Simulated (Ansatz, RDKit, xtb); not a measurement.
# Isomers of C2H7F3GeSi, a sample narrowed down, part 2 of 2

Which of a sample of isomers of C2H7F3GeSi is the most stable in the gas at 298.15 K, and what are its properties? The sample is small against all isomers, and the most stable one of this formula need not be in it.

xtb, Ansatz and PySCF; isolated molecules. The steps go on from the part before.

## 6. After refinement

| label | spin | r2SCAN-D4/def2-SVP (kcal/mol) | B3LYP/def2-SVP, relaxed (kcal/mol) | time |
| --- | --- | --- | --- | --- |
| c109a | singlet | 0.0 | 0.0 | 4.2 min |
| c382c | singlet | 73.1 | 70.4 | 2.8 min |
| c968a | singlet | 76.9 | 75.7 | 100 s |

c109a: Bond lengths: C2–Ge6 1.925 Å, F3–Ge6 1.728 Å, F4–Ge6 1.727 Å, F5–Ge6 1.735 Å, C1–Si7 1.880 Å, C2–Si7 1.913 Å, C1–H8 1.101 Å, C1–H9 1.102 Å, C1–H10 1.102 Å, Si7–H11 1.493 Å, Si7–H12 1.491 Å, C2–H13 1.102 Å, C2–H14 1.102 Å. Some angles: C2–Ge6–F3 114.0°, C2–Ge6–F4 114.1°, C2–Ge6–F5 112.4°, F3–Ge6–F4 105.6°, F3–Ge6–F5 104.7°, F4–Ge6–F5 105.0°, Ge6–C2–Si7 115.5°, C1–Si7–C2 111.4°, Ge6–C2–H13 106.6°, Ge6–C2–H14 106.5°.

c382c: Bond lengths: C1–F3 1.363 Å, C1–F4 1.372 Å, C1–Ge6 1.997 Å, C2–Ge6 1.948 Å, F5–Ge6 1.757 Å, C2–Si7 1.899 Å, C1–H8 1.105 Å, Ge6–H9 1.540 Å, C2–H10 1.103 Å, C2–H11 1.103 Å, Si7–H12 1.488 Å, Si7–H13 1.492 Å, Si7–H14 1.492 Å. Some angles: F3–C1–F4 108.0°, F3–C1–Ge6 109.4°, F4–C1–Ge6 107.0°, C1–Ge6–C2 110.0°, C1–Ge6–F5 105.3°, C2–Ge6–F5 108.4°, Ge6–C2–Si7 117.4°, F3–C1–H8 108.2°, F4–C1–H8 108.2°, Ge6–C1–H8 115.8°.

c968a: Bond lengths: C1–C2 1.505 Å, C1–F3 1.348 Å, C1–F4 1.353 Å, C1–F5 1.345 Å, C2–Ge6 1.999 Å, Ge6–Si7 2.400 Å, C2–H8 1.100 Å, C2–H9 1.100 Å, Ge6–H10 1.544 Å, Ge6–H11 1.546 Å, Si7–H12 1.491 Å, Si7–H13 1.493 Å, Si7–H14 1.489 Å. Some angles: C1–C2–Ge6 114.9°, C2–C1–F3 112.0°, C2–C1–F4 111.6°, C2–C1–F5 112.2°, F3–C1–F4 106.9°, F3–C1–F5 107.0°, F4–C1–F5 106.8°, C2–Ge6–Si7 111.9°, C1–C2–H8 108.3°, C1–C2–H9 108.1°.

## 7. Vibrations and thermal terms

The lowest few in one piece go on as finalists. In this search the thermal terms come from GFN2-xTB at its own nearest minimum. The first, c109a:

Input file start.xyz:

```xyz
14
c109a
C     -0.411874     1.657768    -1.880026
C     -1.709027     2.136965     0.931847
F     -2.145034    -0.798991     1.700399
F     -0.575288     0.700814     3.393299
F      0.386733    -0.069772     0.940030
Ge    -1.034396     0.524320     1.737637
Si    -0.628272     2.873934    -0.463428
H      0.091912     0.745368    -1.524328
H      0.204408     2.102139    -2.678029
H     -1.381981     1.375406    -2.320331
H     -1.318070     4.117078    -0.919844
H      0.688005     3.251961     0.125258
H     -2.717030     1.900974     0.552828
H     -1.823862     2.869722     1.747296
```

Command:

```
xtb start.xyz --gfn 2 --ohess tight
```

What it wrote, cut to the lines that bear on the results:

```text
* xtb version 6.7.1
[...]
          :  # basis functions                  47          :
[...]
          :  # electrons                        44          :
[...]
          :  Hamiltonian                  GFN2-xTB          :
[...]
          :  net charge                          0          :
          :  unpaired electrons                  0          :
[...]
   *** convergence criteria satisfied after 14 iterations ***
[...]
   *** GEOMETRY OPTIMIZATION CONVERGED AFTER 33 ITERATIONS ***
[...]
   *** convergence criteria satisfied after 3 iterations ***
[...]
         ::                     SUMMARY                     ::
         :::::::::::::::::::::::::::::::::::::::::::::::::::::
         :: total energy             -25.835232026449 Eh    ::
         :: gradient norm              0.000114517295 Eh/a0 ::
         :: HOMO-LUMO gap              5.917058357908 eV    ::
         ::.................................................::
         :: SCC energy               -25.979215316287 Eh    ::
         :: -> isotropic ES            0.039286585571 Eh    ::
         :: -> anisotropic ES         -0.002806489458 Eh    ::
         :: -> anisotropic XC         -0.000583456958 Eh    ::
         :: -> dispersion             -0.009593263983 Eh    ::
         :: repulsion energy           0.143983289838 Eh    ::
         :: add. restraining           0.000000000000 Eh    ::
         :: total charge               0.000000000000 e     ::
         :::::::::::::::::::::::::::::::::::::::::::::::::::::
[...]
        22        2.0000           -0.4399241             -11.9709 (HOMO)
        23                         -0.2224763              -6.0539 (LUMO)
[...]
molecular dipole:
                 x           y           z       tot (Debye)
 q only:       -0.242       2.116      -1.523
   full:       -0.476       1.814      -1.191       5.646
molecular quadrupole (traceless):
[...]
          | TOTAL ENERGY              -25.835232026448 Eh   |
          | TOTAL ENTHALPY            -25.738616849177 Eh   |
          | TOTAL FREE ENERGY         -25.789695135953 Eh   |
          | GRADIENT NORM               0.000114541559 Eh/α |
[...]
```

Wall time 0.77 s (2 threads of Intel Xeon at 2.70GHz, shared host).

## 8. Zero-point energy and free-energy terms

As xtb prints them, at 298.15 K, with its own treatment of low modes:

| label | SMILES | spin | lowest mode (cm⁻¹) | zero-point (kcal/mol) | G − E (kcal/mol) |
| --- | --- | --- | --- | --- | --- |
| c109a | C[SiH2][CH2][Ge]([F])([F])[F] | singlet | 25 | 52.6 | 28.6 |
| c382c | F[CH](F)[Ge@H]([F])[CH2][SiH3] | singlet | 25 | 49.6 | 25.8 |
| c968a | FC(F)(F)[CH2][GeH2][SiH3] | singlet | 20 | 49.4 | 26.4 |

## 9. The final energy

Single points at CCSD(T)/def2-SVP + MP2/def2-TZVPP - MP2/def2-SVP on the refined geometries decide the order.

c109a, CCSD(T)/def2-SVP:

Input file input.yaml:

```yaml
crystal:
  periodic: [false, false, false]
  atoms:
    - symbol: C
      position_ang: [-0.411874, 1.657768, -1.880026]
    - symbol: C
      position_ang: [-1.709027, 2.136965, 0.931847]
    - symbol: F
      position_ang: [-2.145034, -0.798991, 1.700399]
    - symbol: F
      position_ang: [-0.575288, 0.700814, 3.393299]
    - symbol: F
      position_ang: [0.386733, -0.069772, 0.940030]
    - symbol: Ge
      position_ang: [-1.034396, 0.524320, 1.737637]
    - symbol: Si
      position_ang: [-0.628272, 2.873934, -0.463428]
    - symbol: H
      position_ang: [0.091912, 0.745368, -1.524328]
    - symbol: H
      position_ang: [0.204408, 2.102139, -2.678029]
    - symbol: H
      position_ang: [-1.381981, 1.375406, -2.320331]
    - symbol: H
      position_ang: [-1.318070, 4.117078, -0.919844]
    - symbol: H
      position_ang: [0.688005, 3.251961, 0.125258]
    - symbol: H
      position_ang: [-2.717030, 1.900974, 0.552828]
    - symbol: H
      position_ang: [-1.823862, 2.869722, 1.747296]
basis:
  gaussian: {orbitals: def2-SVP}
magnetization: {spin_polarized: false}
correlation: {method: ccsd_t, frozen_orbitals: {Si: 5, C: 1, H: 0, Ge: 9, F: 1}}
```

Command:

```
ansatz run input.yaml --threads 2 --pin off --max-ram 5220MiB --events-out events.jsonl --progress --plain --runs-dir runs
```

What it wrote, cut to the lines that bear on the results:

```text
Warning: RAYON_NUM_THREADS=2 ignored (pool sized by the plan → 2); use --threads N
Functional definition: HF
  name "HF"
[...]
1518 factors; integrals over basis functions are off by at most 1.1e-3 eV
[...]
mean field -74611.39647965 eV, -2741.9182472060 hartree, gradient 8.4e-6 eV, S^2 0.000000; 0 other end points of the search recorded, 0 dependent functions left out
19 core orbitals not correlated: weight in the atoms' cores, before any rotation towards them, 1.000 or more for the frozen orbitals, at most 0.000 for the correlated occupied ones
reference -74611.39647965 eV, -2741.9182472060 hartree; 27, 27 occupied and 109, 109 virtual orbitals, 1518 factors
second order -31.83205461 eV of doubles, -0.00000000 eV of singles
cycle   1  -32.01045964 eV  change   -1.8e-1 eV  update   1.3e-1
[...]
cycle   8  -32.96204011 eV  change    5.2e-5 eV  update   3.6e-5
perturbative correction -0.75525441 eV, -0.0277550877 hartree
Total energy: -74645.11377417 eV, -2743.1573349252 hartree
```

Wall time 83 s (2 threads of Intel Xeon at 2.70GHz, shared host); peak memory 1.5 GiB.

## 10. c109a at MP2/def2-TZVPP

Input file input.yaml:

```yaml
basis:
  gaussian:
    orbitals: def2-TZVPP
crystal:
  periodic: [false, false, false]
  atoms:
    - {symbol: C, position_ang: [-0.411874, 1.657768, -1.880026]}
    - {symbol: C, position_ang: [-1.709027, 2.136965, 0.931847]}
    - {symbol: F, position_ang: [-2.145034, -0.798991, 1.700399]}
    - {symbol: F, position_ang: [-0.575288, 0.700814, 3.393299]}
    - {symbol: F, position_ang: [0.386733, -0.069772, 0.940030]}
    - {symbol: Ge, position_ang: [-1.034396, 0.524320, 1.737637]}
    - {symbol: Si, position_ang: [-0.628272, 2.873934, -0.463428]}
    - {symbol: H, position_ang: [0.091912, 0.745368, -1.524328]}
    - {symbol: H, position_ang: [0.204408, 2.102139, -2.678029]}
    - {symbol: H, position_ang: [-1.381981, 1.375406, -2.320331]}
    - {symbol: H, position_ang: [-1.318070, 4.117078, -0.919844]}
    - {symbol: H, position_ang: [0.688005, 3.251961, 0.125258]}
    - {symbol: H, position_ang: [-2.717030, 1.900974, 0.552828]}
    - {symbol: H, position_ang: [-1.823862, 2.869722, 1.747296]}
correlation:
  method: mp2
  frozen_orbitals: {Si: 5, C: 1, H: 0, Ge: 9, F: 1}
```

Command:

```
ansatz run input.yaml --threads 2 --pin off --max-ram 5220MiB --events-out events.jsonl --progress --plain --runs-dir runs
```

What it wrote:

```text
Warning: RAYON_NUM_THREADS=2 ignored (pool sized by the plan → 2); use --threads N
[... 2 set-up lines as earlier in the session ...]
  exchange = exact_x
  correlation = 0
2087 factors; integrals over basis functions are off by at most 1.1e-3 eV
mean field evaluation 1: about -74628.6296 eV, gradient 5.3e1 eV
mean field evaluation 2: about -74628.8641 eV, gradient 5.4e1 eV
mean field evaluation 4: about -74634.3438 eV, gradient 4.7e0 eV
mean field evaluation 8: about -74634.4288 eV, gradient 3.5e-1 eV
mean field -74634.43003867 eV, -2742.7647148874 hartree, gradient 8.5e-6 eV, S^2 0.000000; 0 other end points of the search recorded, 0 dependent functions left out
19 core orbitals not correlated: weight in the atoms' cores, before any rotation towards them, 1.000 or more for the frozen orbitals, at most 0.000 for the correlated occupied ones
reference -74634.43003867 eV, -2742.7647148874 hartree; 27, 27 occupied and 297, 297 virtual orbitals, 2087 factors
second order -40.13334889 eV of doubles, -0.00000000 eV of singles
Total energy: -74674.56338756 eV, -2744.2395882558 hartree
```

Run time: 18 s. Hardware: 2 threads of Intel Xeon at 2.70GHz, shared host; peak memory 1.2 GiB.

## 11. c382c at CCSD(T)/def2-SVP

Input file input.yaml:

```yaml
crystal:
  periodic: [false, false, false]
  atoms:
    - {symbol: C, position_ang: [-0.653260, -1.449137, -2.075662]}
    - {symbol: C, position_ang: [0.831736, 0.466786, 0.060839]}
    - {symbol: F, position_ang: [0.551361, -1.424818, -2.712984]}
    - {symbol: F, position_ang: [-0.669708, -2.539126, -1.242541]}
    - {symbol: F, position_ang: [-1.056050, 1.510857, -2.034552]}
    - {symbol: Ge, position_ang: [-0.824409, 0.171227, -0.921284]}
    - {symbol: Si, position_ang: [1.557412, -1.005080, 1.016264]}
    - {symbol: H, position_ang: [-1.443708, -1.584401, -2.835242]}
    - {symbol: H, position_ang: [-2.101516, 0.107031, -0.062498]}
    - {symbol: H, position_ang: [1.577723, 0.815994, -0.672917]}
    - {symbol: H, position_ang: [0.653137, 1.297830, 0.763749]}
    - {symbol: H, position_ang: [2.058969, -2.042106, 0.074759]}
    - {symbol: H, position_ang: [2.690402, -0.525413, 1.860764]}
    - {symbol: H, position_ang: [0.522371, -1.605008, 1.907678]}
basis:
  gaussian:
    orbitals: def2-SVP
correlation:
  method: ccsd_t
  frozen_orbitals: {Si: 5, C: 1, H: 0, Ge: 9, F: 1}
```

Command:

```
ansatz run input.yaml --threads 2 --pin off --max-ram 5220MiB --events-out events.jsonl --progress --plain --runs-dir runs
```

What it wrote, cut to the lines that bear on the results:

```text
Warning: RAYON_NUM_THREADS=2 ignored (pool sized by the plan → 2); use --threads N
[... 2 set-up lines as earlier in the session ...]
[...]
1518 factors; integrals over basis functions are off by at most 1.2e-3 eV
[...]
mean field -74608.17209011 eV, -2741.7997530761 hartree, gradient 1.5e-6 eV, S^2 0.000000; 0 other end points of the search recorded, 0 dependent functions left out
19 core orbitals not correlated: weight in the atoms' cores, before any rotation towards them, 1.000 or more for the frozen orbitals, at most 0.000 for the correlated occupied ones
reference -74608.17209011 eV, -2741.7997530761 hartree; 27, 27 occupied and 109, 109 virtual orbitals, 1518 factors
second order -31.53991554 eV of doubles, -0.00000000 eV of singles
cycle   1  -31.87351051 eV  change   -3.3e-1 eV  update   1.3e-1
[...]
cycle   9  -32.87600764 eV  change   -9.6e-6 eV  update   1.9e-5
perturbative correction -0.77065942 eV, -0.0283212113 hartree
Total energy: -74641.81875717 eV, -2743.0362452841 hartree
```

Run time: 78 s. Hardware: 2 threads of Intel Xeon at 2.70GHz, shared host; peak memory 1.5 GiB.

## 12. Free energies and the winner

Energies in kcal/mol from c109a; G adds the thermal terms to the CCSD(T)/def2-SVP + MP2/def2-TZVPP - MP2/def2-SVP energy. The columns left of the relaxed level are at the tight-binding geometries.

| label | SMILES | spin | GFN2-xTB | HF/STO-3G | r2SCAN-D4/def2-SVP | B3LYP/def2-SVP | HF/def2-SVP | MP2/def2-SVP | CCSD(T)/def2-SVP + MP2/def2-TZVPP - MP2/def2-SVP | G | share at equilibrium | T1 |
| --- | --- | --- | --- | --- | --- | --- | --- | --- | --- | --- | --- | --- |
| c109a | C[SiH2][CH2][Ge]([F])([F])[F] | singlet | 0.0 | 0.0 | 0.0 | 0.0 | 0.0 | 0.0 | 0.0 | 0.0 | 100.0 % | 0.012 |
| c382c | F[CH](F)[Ge@H]([F])[CH2][SiH3] | singlet | 59.0 | 34.4 | 73.1 | 70.4 | 74.4 | 81.1 | 79.5 | 76.7 | < 0.1 % | 0.012 |
| c968a | FC(F)(F)[CH2][GeH2][SiH3] | singlet | 67.1 | 20.3 | 76.9 | 75.7 | 80.4 | 87.9 | 91.2 | 89.1 | < 0.1 % | 0.011 |

Lowest found: c109a, `C[SiH2][CH2][Ge]([F])([F])[F]`, a singlet. Bond lengths: C2–Ge6 1.925 Å, F3–Ge6 1.728 Å, F4–Ge6 1.727 Å, F5–Ge6 1.735 Å, C1–Si7 1.880 Å, C2–Si7 1.913 Å, C1–H8 1.101 Å, C1–H9 1.102 Å, C1–H10 1.102 Å, Si7–H11 1.493 Å, Si7–H12 1.491 Å, C2–H13 1.102 Å, C2–H14 1.102 Å. Some angles: C2–Ge6–F3 114.0°, C2–Ge6–F4 114.1°, C2–Ge6–F5 112.4°, F3–Ge6–F4 105.6°, F3–Ge6–F5 104.7°, F4–Ge6–F5 105.0°, Ge6–C2–Si7 115.5°, C1–Si7–C2 111.4°, Ge6–C2–H13 106.6°, Ge6–C2–H14 106.5°.

```xyz
14

C    -0.4119    1.6578   -1.8800
C    -1.7090    2.1370    0.9318
F    -2.1450   -0.7990    1.7004
F    -0.5753    0.7008    3.3933
F     0.3867   -0.0698    0.9400
Ge   -1.0344    0.5243    1.7376
Si   -0.6283    2.8739   -0.4634
H     0.0919    0.7454   -1.5243
H     0.2044    2.1021   -2.6780
H    -1.3820    1.3754   -2.3203
H    -1.3181    4.1171   -0.9198
H     0.6880    3.2520    0.1253
H    -2.7170    1.9010    0.5528
H    -1.8239    2.8697    1.7473
```

## 13. Results

The summary covers parts 1 to 2.

| quantity | value |
| --- | --- |
| lowest structure found | C[SiH2][CH2][Ge]([F])([F])[F], singlet |
| next finalist | F[CH](F)[Ge@H]([F])[CH2][SiH3], singlet, 76.7 kcal/mol higher in G |
| share at equilibrium, among the finalists | 100.0 % |
| funnel | 11 starts, 11 minima at GFN2-xTB, 6 screening runs, 3 relaxed, 3 ranked |
| CPU time of all runs | 27 min |

In words: The search ends on `C[SiH2][CH2][Ge]([F])([F])[F]`. The margin of 76.7 kcal/mol over the next finalist is beyond the usual error of the last level; it says nothing of structures that weren't ranked. GFN2-xTB, HF/STO-3G, r2SCAN-D4/def2-SVP, B3LYP/def2-SVP, HF/def2-SVP and MP2/def2-SVP already put its bonding pattern lowest among the structures in one piece. The largest share of the time went into the relaxations (60 %). Lowest found is not proven lowest: the search is finite, and each finalist counts with one conformer. Only 6 drawn patterns were tried, so whole families of isomers are missing, and the result ranks this sample alone. The lowest isomer need not be the one that is made and kept in a bottle, which depends on barriers.
